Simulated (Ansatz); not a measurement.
## Time against size: MP2, water series in aug-cc-pvdz, on 1 × GB200

Program: Ansatz 0.2.0. No other job shared the machine, and each run was timed once from launch to exit. Hardware: a node with four NVIDIA GB200 cards and 144 Grace (Neoverse V2) cores. Times and memory are rounded to two significant figures, and ratios are formed from the unrounded values. A row is a single run, so small differences between rows aren't established. System services beside the runs took up to 4 cores (rounded up). Runs with a thread on every core shared the cores with them. Precision is the program's default, which can work at lower precision in parts of a run. Card memory is the largest of readings taken every 0.4 s, so short peaks can be missed, and it isn't given for runs under about 3 s. It shows what a run took, which needn't be the least that it can run in: the program holds more work at once where threads and free memory allow. Ansatz fits or factors the two-electron integrals of a Gaussian basis by default. It has two schemes, and a run can build a set of factors by either or by both: the log gives each set's size, with a bound on the integrals' error for one scheme and none for the other.

The smallest member is H4O2 (water cluster). Its input:

```yaml
crystal:
  periodic: [false, false, false]
  atoms:
    - { symbol: O, position_ang: [0.0000, 0.0000, 0.0000] }
    - { symbol: H, position_ang: [0.8475, -0.4492, 0.0757] }
    - { symbol: H, position_ang: [-0.2609, 0.1720, 0.9100] }
    - { symbol: O, position_ang: [0.0000, 0.0000, 3.0500] }
    - { symbol: H, position_ang: [-0.7774, 0.5666, 3.0331] }
    - { symbol: H, position_ang: [-0.1008, -0.5194, 3.8536] }
basis:
  gaussian: { orbitals: aug-cc-pvdz }
correlation: { method: mp2 }
```

Command, without the flags for output files and display:

```bash
ansatz run input.yaml --backend cuda --devices 1
```

| formula | electrons | basis functions | integral factors | SCF iterations | threads | wall time | stage clocks | of them the mean-field stage | outside them | CPU time | host memory (GiB) | fullest card (GiB) |
| --- | --- | --- | --- | --- | --- | --- | --- | --- | --- | --- | --- | --- |
| H4O2 | 20 | 82 | 770 (error up to 7.3e-4 eV) | 11 | 144 | 0.98 s | 0.35 s | 0.35 s | 0.63 s | 20 s | 0.81 |  |
| H8O4 | 40 | 164 | 1540 (error up to 7.7e-4 eV) | 12 | 144 | 1.6 s | 0.97 s | 0.96 s | 0.61 s | 68 s | 0.92 |  |
| H12O6 | 60 | 246 | 2310 (error up to 7.6e-4 eV) | 11 | 144 | 1.7 s | 1.1 s | 1.1 s | 0.57 s | 74 s | 0.83 |  |
| H20O10 | 100 | 410 | 3850 (error up to 8.0e-4 eV) | 12 | 144 | 2.1 s | 1.5 s | 1.4 s | 0.67 s | 92 s | 0.85 |  |
| H40O20 | 200 | 820 | 7690 (error up to 7.7e-4 eV) | 12 | 144 | 6.3 s | 5.6 s | 4.5 s | 0.70 s | 3.4 min | 1.5 | 27 |

The stage clocks are the program's own, summed: the mean-field stage and the correlated steps. The mean-field stage is one clock over all work up to the reference state: integrals, SCF, tests for a lower state where a run makes them, the wait for a card to open. The correlated steps include the solver's set-up. Outside lie the rest of start-up and exit.

SCF iterations count the mean-field evaluations that the program logged over all starts and steps, those after a first convergence included. Correlated methods freeze the cores.

Of the smallest member's 0.98 s, 0.63 s lies outside the stage clocks, so the wall time grows less with size than the clocked work: from 82 to 820 basis functions the wall time changes by a factor of 6.4, and the time on the stage clocks by 16. The smallest member has under 2 s on the stage clocks, so these factors are rough.

From 82 to 820 basis functions the correlated steps go from 0.0030 s to 1.0 s, and the mean-field stage from 0.35 s to 4.5 s.

In 5 of these rows the mean-field stage takes more than half of the clocked time, so the total doesn't show how the correlated steps alone grow.

Task: How long does the member with 1476 basis functions take (H72O36)?

Result: 34 s, in 12 SCF iterations, with 3.8 GiB of host memory and 130 GiB on the fullest card. The mean-field stage takes 18 s, the correlated steps 15 s.
